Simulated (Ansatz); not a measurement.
## GeN: a test of scalar relativity, step by step

Program: the Ansatz DFT code, driven from Python.

The cells in order, each with its output:

```python
import ansatz as az
import numpy as np
```

```python
GEOMETRY = '''
Ge    0.00000    0.00000    0.00000
N     0.00000    0.00000    1.81500
'''
```

```python
gen = az.Crystal.molecule()
for line in GEOMETRY.strip().splitlines():
    symbol, *xyz = line.split()
    gen = gen.atom(symbol, [float(v) for v in xyz])
```

```python
base = (
    gen.calculation()
    .functional('b3lyp')
    .spin('collinear', total=1)
    .forces()
)
# a set contracted for a scalar-relativistic Hamiltonian goes with the relativistic run
sets = {'none': 'cc-pVTZ', 'scalar': 'cc-pVTZ-DK'}
found = {kind: base.basis(gaussian=basis).pseudopotentials(relativity=kind).run(threads=1).report for kind, basis in sets.items()}
for kind, each in found.items():
    dipole = 4.803205 * np.linalg.norm(each['charge_distribution']['dipole_moment_e_ang'])
    print(f'{kind:7s} E = {each["free_energy_ev"]:.4f} eV  dipole {dipole:.3f} D  largest force {np.abs(each["forces_ev_ang"]).max():.4f} eV/A')
print(f'relativity lowers the total energy by {found["none"]["free_energy_ev"] - found["scalar"]["free_energy_ev"]:.3f} eV')
```

    none    E = -58007.6399 eV  dipole 2.947 D  largest force 1.8386 eV/A
    scalar  E = -58601.1625 eV  dipole 2.992 D  largest force 1.8823 eV/A
    relativity lowers the total energy by 593.523 eV

The total moves by -593.5 eV, nearly all in the cores, and the dipole from 2.95 to 2.99 D.

The settings weren't tested for convergence. The geometry is a force-field or estimated start, not a minimum of this method. The basis set changes with the Hamiltonian (a set recontracted for scalar relativity), and most of the change in the total lies in the cores. The species is open-shell (spin multiplicity 2). b3lyp holds the VWN-RPA fit, as in Gaussian; the form of ORCA and Turbomole is b3lyp5. The spin state was assumed, and another may lie lower. Run time: 18 s on 1 thread of Arm Neoverse V2, with other jobs on the host, peak memory 0.26 GiB.
